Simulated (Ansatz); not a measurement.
**ClH3MgO (built from SMILES O.[MgH][Cl]): a reaction path by the nudged elastic band**

What path joins these two structures, and how high does it climb? Both ends were relaxed at PBE0-D4 in triple zeta. A second band with other settings follows.

Program: Ansatz 0.2.0, Gaussian basis. Level of theory: PBE0-D4/def2-SVP. These are calculated values, not measurements.

22 further runs of the same task are left out: 22 set aside as unsound or not needed.

**1. Where the work starts**

The first end: 6 atoms, charge 0, spin multiplicity 1.

Atoms are counted from 1 here; the program's logs count them from 0.

Bond lengths: Mg1–H2 1.702 Å, Mg1–Cl3 2.240 Å, Mg1–O5 2.063 Å, H4–O5 0.960 Å, O5–H6 0.964 Å. Angles: H2–Mg1–Cl3 154.4°, H2–Mg1–O5 114.5°, Cl3–Mg1–O5 91.1°, Mg1–O5–H4 138.0°, Mg1–O5–H6 111.8°, H4–O5–H6 110.2°.

Coordinates:

```xyz
6
ClH3MgO
Mg   -0.6369    0.0941   -0.8872
H    -1.3621    1.5631   -1.3485
Cl   -0.1825   -2.0884   -1.1027
H     0.7678    0.8702    1.4668
O     0.5119    0.2068    0.8226
H     0.9018   -0.6458    1.0490
```

The second end:

```csv
atom,x (Å),y (Å),z (Å)
Mg1,0.0263,-0.6909,-0.2394
H2,-0.8936,1.2817,-0.7913
Cl3,-0.8779,-1.6859,-1.9624
H4,-0.5079,1.4456,-0.1613
O5,0.8454,-0.0645,1.2107
H6,1.4077,-0.2857,1.9437
```

**2. The band at PBE0-D4/def2-SVP**

Input file neb/in.yaml:

```yaml
crystal:
  periodic: [false, false, false]
  atoms:
    - {symbol: Mg, position_ang: [-0.636878, 0.094064, -0.887192]}
    - {symbol: H, position_ang: [-1.362125, 1.563091, -1.348460]}
    - {symbol: Cl, position_ang: [-0.182460, -2.088370, -1.102704]}
    - {symbol: H, position_ang: [0.767832, 0.870232, 1.466801]}
    - {symbol: O, position_ang: [0.511858, 0.206845, 0.822555]}
    - {symbol: H, position_ang: [0.901772, -0.645761, 1.049000]}
basis:
  gaussian: {orbitals: def2-SVP}
hamiltonian: {xc: pbe0, dispersion: d4}
neb:
  images: 5
  climbing: true
  max_iterations: 40
  initial_path: idpp
  final_atoms:
    - {symbol: Mg, position_ang: [0.026338, -0.690930, -0.239385]}
    - {symbol: H, position_ang: [-0.893625, 1.281652, -0.791265]}
    - {symbol: Cl, position_ang: [-0.877883, -1.685923, -1.962413]}
    - {symbol: H, position_ang: [-0.507925, 1.445555, -0.161316]}
    - {symbol: O, position_ang: [0.845436, -0.064517, 1.210661]}
    - {symbol: H, position_ang: [1.407658, -0.285737, 1.943717]}
```

Started as:

```bash
$ ansatz run in.yaml --threads 2 --pin off --events-out ev --progress --plain --max-ram 4352MiB
```

What it wrote:

```text
Functional definition: PBE0
  name "PBE0"
  cite "Adamo & Barone, J. Chem. Phys. 110, 6158 (1999) doi:10.1063/1.478522"
  cite "Perdew, Burke & Ernzerhof, Phys. Rev. Lett. 77, 3865 (1996) doi:10.1103/PhysRevLett.77.3865"
  parent pbe
  parameter a = 0.25
  parameter kappa = 0.804
  parameter beta = 0.06672455060314922
  exchange = (1 - a)*pbe_x(kappa = kappa, mu = beta*pi^2/3) + a*exact_x
  correlation = pbe_c(beta = beta)
624 factors; integrals over basis functions are off by at most 4.2e-4 eV
mean field evaluation 1: about -20045.4019 eV, gradient 4.2e1 eV
mean field evaluation 2: about -20043.6452 eV, gradient 5.4e1 eV
mean field evaluation 4: about -20048.7551 eV, gradient 1.1e0 eV
mean field evaluation 8: about -20048.8066 eV, gradient 1.0e-2 eV
mean field -20048.80660522 eV, -736.7800531727 hartree, gradient 5.3e-5 eV, S^2 0.000000; 0 other end points of the search recorded, 0 dependent functions left out
the calculation of the forces begins
reference -20048.80664091 eV, -736.7800544841 hartree; 20, 20 occupied and 45, 45 virtual orbitals, 624 factors
[... from here to the last solve, the lines of the solves are left out (113 solves) ...]
WARN: NEB end point (image 0): max|allowed force component| = 2.004e-1 eV/Å (the criterion of neb.relax_end_points is 1.000e-2). That is over neb.f_tol: it is no minimum, so the barrier can be far off. Relax it first
WARN: NEB end point (image 6): max|allowed force component| = 3.315e-1 eV/Å (the criterion of neb.relax_end_points is 1.000e-2). That is over neb.f_tol: it is no minimum, so the barrier can be far off. Relax it first
NEB iter   1: max|band force component| = 5.289e0 eV/Å  barrier→ = 3.8023 eV  barrier← = 3.7587 eV  Δτ_max = 0.2000 Å  (177 SCF iters)
NEB iter   2: max|band force component| = 4.759e0 eV/Å  barrier→ = 2.6046 eV  barrier← = 2.5610 eV  Δτ_max = 0.2000 Å  (145 SCF iters)
NEB iter   3: max|band force component| = 5.396e0 eV/Å  barrier→ = 1.5336 eV  barrier← = 1.4901 eV  Δτ_max = 0.1005 Å  (140 SCF iters)
NEB iter   4: max|band force component| = 3.489e0 eV/Å  barrier→ = 1.0472 eV  barrier← = 1.0036 eV  Δτ_max = 0.2000 Å  (144 SCF iters)
NEB iter   5: max|band force component| = 4.072e0 eV/Å  barrier→ = 0.7777 eV  barrier← = 0.7341 eV  Δτ_max = 0.1003 Å  (140 SCF iters)
NEB iter   6: max|band force component| = 2.080e0 eV/Å  barrier→ = 0.6546 eV  barrier← = 0.6110 eV  Δτ_max = 0.2000 Å  (144 SCF iters)
NEB iter   7: max|band force component| = 9.711e-1 eV/Å  barrier→ = 0.5506 eV  barrier← = 0.5070 eV  Δτ_max = 0.1829 Å  (140 SCF iters)
NEB iter   8: max|band force component| = 1.026e0 eV/Å  barrier→ = 0.5037 eV  barrier← = 0.4601 eV  Δτ_max = 0.0985 Å  (144 SCF iters)
NEB iter   9: max|band force component| = 4.701e-1 eV/Å  barrier→ = 0.4725 eV  barrier← = 0.4289 eV  CI = image 4  Δτ_max = 0.0993 Å  (136 SCF iters)
NEB iter  10: max|band force component| = 3.341e-1 eV/Å  barrier→ = 0.5739 eV  barrier← = 0.5303 eV  CI = image 4  Δτ_max = 0.1865 Å  (143 SCF iters)
NEB iter  11: max|band force component| = 6.943e-1 eV/Å  barrier→ = 0.5963 eV  barrier← = 0.5527 eV  CI = image 4  Δτ_max = 0.0965 Å  (142 SCF iters)
NEB iter  12: max|band force component| = 1.994e-1 eV/Å  barrier→ = 0.5787 eV  barrier← = 0.5352 eV  CI = image 4  Δτ_max = 0.0295 Å  (137 SCF iters)
NEB iter  13: max|band force component| = 7.107e-2 eV/Å  barrier→ = 0.5738 eV  barrier← = 0.5302 eV  CI = image 4  Δτ_max = 0.0294 Å  (122 SCF iters)
NEB iter  14: max|band force component| = 5.586e-2 eV/Å  barrier→ = 0.5717 eV  barrier← = 0.5281 eV  CI = image 4  Δτ_max = 0.0110 Å  (122 SCF iters)
626 factors; integrals over basis functions are off by at most 3.4e-4 eV
mean field evaluation 896: about -20048.7710 eV, gradient 3.3e-3 eV
mean field -20048.77097369 eV, -736.7787437382 hartree, gradient 7.6e-6 eV, S^2 0.000000; 0 other end points of the search recorded, 0 dependent functions left out
the calculation of the forces begins
reference -20048.77100759 eV, -736.7787449839 hartree; 20, 20 occupied and 45, 45 virtual orbitals, 626 factors
NEB iter  15: max|band force component| = 1.335e-2 eV/Å  barrier→ = 0.5714 eV  barrier← = 0.5278 eV  CI = image 4  CI's point: of a kind that is not told: the force calls were inconclusive, a negative curvature could not be distinguished from the path's own, the only one lies far off the path, or fixed occupations may fill a level only in part  Δτ_max = 0.0000 Å  (903 SCF iters)
Total energy: -20048.30569298 eV, -736.7616449873 hartree
Atom 0 at    -0.319083    -0.475887    -0.654968 Å, force    -0.002036    -0.001269    -0.004394 eV/Å
Atom 1 at    -0.624366     1.367517    -0.350665 Å, force     0.002564    -0.006881     0.001755 eV/Å
Atom 2 at    -0.813690    -2.129412    -2.031766 Å, force    -0.001447     0.004897     0.000021 eV/Å
Atom 3 at     0.005352     1.047977     0.428742 Å, force    -0.001202    -0.007604    -0.006241 eV/Å
Atom 4 at     0.607167     0.092987     0.906094 Å, force     0.001612     0.012297     0.009695 eV/Å
Atom 5 at     1.144619     0.096919     1.702563 Å, force     0.000509    -0.001440    -0.000835 eV/Å
Dipole moment:     0.324168     0.369047     0.623699 e Å
```

Wall time 2.3 min (2 threads of AMD EPYC 7R43, shared host).

The last band:

```csv
image,path (Å),energy (kJ/mol),Mg1–O5 (Å),H2–H4 (Å),Mg1–H2 (Å),H4–O5 (Å)
0,0.00,0.0,2.06,3.60,1.70,0.96
1,0.65,2.4,2.06,3.03,1.71,0.96
2,1.30,8.8,2.07,2.43,1.72,0.97
3,1.95,21.5,2.05,1.81,1.75,0.98
4,2.60,55.1,1.90,1.05,1.89,1.23
5,3.36,11.4,1.79,0.78,2.25,1.89
6,4.11,4.2,1.78,0.76,2.25,2.45
```

The highest image, 4:

```xyz
6
ClH3MgO
Mg   -0.31908   -0.47589   -0.65497
H    -0.62437    1.36752   -0.35067
Cl   -0.81369   -2.12941   -2.03177
H     0.00535    1.04798    0.42874
O     0.60717    0.09299    0.90609
H     1.14462    0.09692    1.70256
```

**3. The band at Hartree-Fock/cc-pVDZ, other settings**

Edit neb/in.yaml of step 2 so:

```diff
@@ -10,8 +10,8 @@
 basis:
-  gaussian: {orbitals: def2-SVP}
-hamiltonian: {xc: pbe0, dispersion: d4}
+  gaussian: {orbitals: cc-pVDZ}
+hamiltonian: {xc: hf}
 neb:
-  images: 5
-  climbing: true
-  max_iterations: 40
+  images: 7
+  climbing: false
+  max_iterations: 60
   initial_path: idpp
```

Started as:

```bash
$ ansatz run in.yaml --threads 2 --pin off --events-out ev --progress --plain --max-ram 4352MiB
```

What it wrote (excerpt; [...] marks lines left out):

```text
Functional definition: HF
  name "HF"
  cite "Fock, Z. Phys. 61, 126 (1930) doi:10.1007/BF01340294"
[... 1 set-up line as earlier in the session ...]
[...]
714 factors; integrals over basis functions are off by at most 3.3e-4 eV
[...]
mean field -20022.83168625 eV, -735.8254925070 hartree, gradient 2.7e-5 eV, S^2 0.000000; 0 other end points of the search recorded, 0 dependent functions left out
[...]
reference -20022.83168625 eV, -735.8254925070 hartree; 20, 20 occupied and 45, 45 virtual orbitals, 714 factors
[... from here to the last solve, the lines of the solves are left out (165 solves) ...]
WARN: NEB end point (image 0): max|allowed force component| = 7.109e-1 eV/Å (the criterion of neb.relax_end_points is 1.000e-2). That is over neb.f_tol: it is no minimum, so the barrier can be far off. Relax it first
WARN: NEB end point (image 8): max|allowed force component| = 5.054e-1 eV/Å (the criterion of neb.relax_end_points is 1.000e-2). That is over neb.f_tol: it is no minimum, so the barrier can be far off. Relax it first
[...]
NEB iter  11: max|band force component| = 2.265e-1 eV/Å  barrier→ = 1.0421 eV  barrier← = 0.8417 eV  Δτ_max = 0.1639 Å  (212 SCF iters)
[...]
NEB iter  16: max|band force component| = 9.659e-2 eV/Å  barrier→ = 1.0913 eV  barrier← = 0.8909 eV  Δτ_max = 0.0284 Å  (209 SCF iters)
[...]
NEB iter  20: max|band force component| = 5.098e-2 eV/Å  barrier→ = 1.0721 eV  barrier← = 0.8716 eV  Δτ_max = 0.0143 Å  (196 SCF iters)
[...]
NEB iter  21: max|band force component| = 4.206e-2 eV/Å  barrier→ = 1.0671 eV  barrier← = 0.8667 eV  Δτ_max = 0.0000 Å  (784 SCF iters)
Total energy: -20021.76458281 eV, -735.7862771789 hartree
Atom 0 at    -0.265287    -0.562669    -0.608438 Å, force    -0.308771     0.314932    -0.318086 eV/Å
Atom 1 at    -0.636278     1.297419    -0.395442 Å, force    -0.109215    -0.124357    -0.218892 eV/Å
Atom 2 at    -0.896389    -2.041314    -2.118351 Å, force     0.066692    -0.181931     0.024343 eV/Å
Atom 3 at     0.051718     0.972311     0.461258 Å, force     0.476570    -0.252738     0.608644 eV/Å
Atom 4 at     0.617731     0.114521     0.936220 Å, force    -0.071510     0.160120    -0.048844 eV/Å
Atom 5 at     1.128505     0.219833     1.724753 Å, force    -0.053767     0.083975    -0.047165 eV/Å
Dipole moment:     0.538474     0.264093     0.889226 e Å
```

Run time: 1.8 min. Hardware: 2 threads of AMD EPYC 7R43, shared host.

The last band:

```csv
image,path (Å),energy (kJ/mol),Mg1–O5 (Å),H2–H4 (Å),Mg1–H2 (Å),H4–O5 (Å)
0,0.00,0.0,2.06,3.60,1.70,0.96
1,0.55,-1.6,2.07,3.18,1.72,0.95
2,1.09,4.3,2.08,2.70,1.72,0.95
3,1.64,16.9,2.08,2.23,1.73,0.95
4,2.19,40.9,2.05,1.73,1.76,0.97
5,2.73,103.0,1.90,1.15,1.91,1.13
6,3.28,50.5,1.80,0.78,2.14,1.73
7,3.82,21.5,1.76,0.75,2.39,2.22
8,4.37,19.3,1.78,0.76,2.25,2.45
```

The highest image, 5:

```
Mg   -0.2653   -0.5627   -0.6084
H    -0.6363    1.2974   -0.3954
Cl   -0.8964   -2.0413   -2.1184
H     0.0517    0.9723    0.4613
O     0.6177    0.1145    0.9362
H     1.1285    0.2198    1.7248
```

**4. Summary of results**

```
                                                                       quantity                                                  value
                                                PBE0-D4/def2-SVP, 15 iterations    highest 55.1 kJ/mol (image 4), last end +4.2 kJ/mol
                                            Hartree-Fock/cc-pVDZ, 21 iterations  highest 103.0 kJ/mol (image 5), last end +19.3 kJ/mol
from earlier runs: barrier over the separately found saddle, CCSD(T)/def2-TZVPP                                            59.6 kJ/mol
```

What this shows: The highest image lies 55.1 kJ/mol above the first end, and it climbed, so it estimates the saddle. The ends are not quite minima at this level (largest force component 0.33 eV/Å), so the heights are unreliable: relaxing the first end would lower it and raise the barrier above it. The highest image is 4.5 kJ/mol below the CCSD(T) barrier in triple zeta, which comes from separate runs on the saddle. The second band's highest image lies at 103.0 kJ/mol; the levels differ, and it didn't climb, so it lies under its saddle.
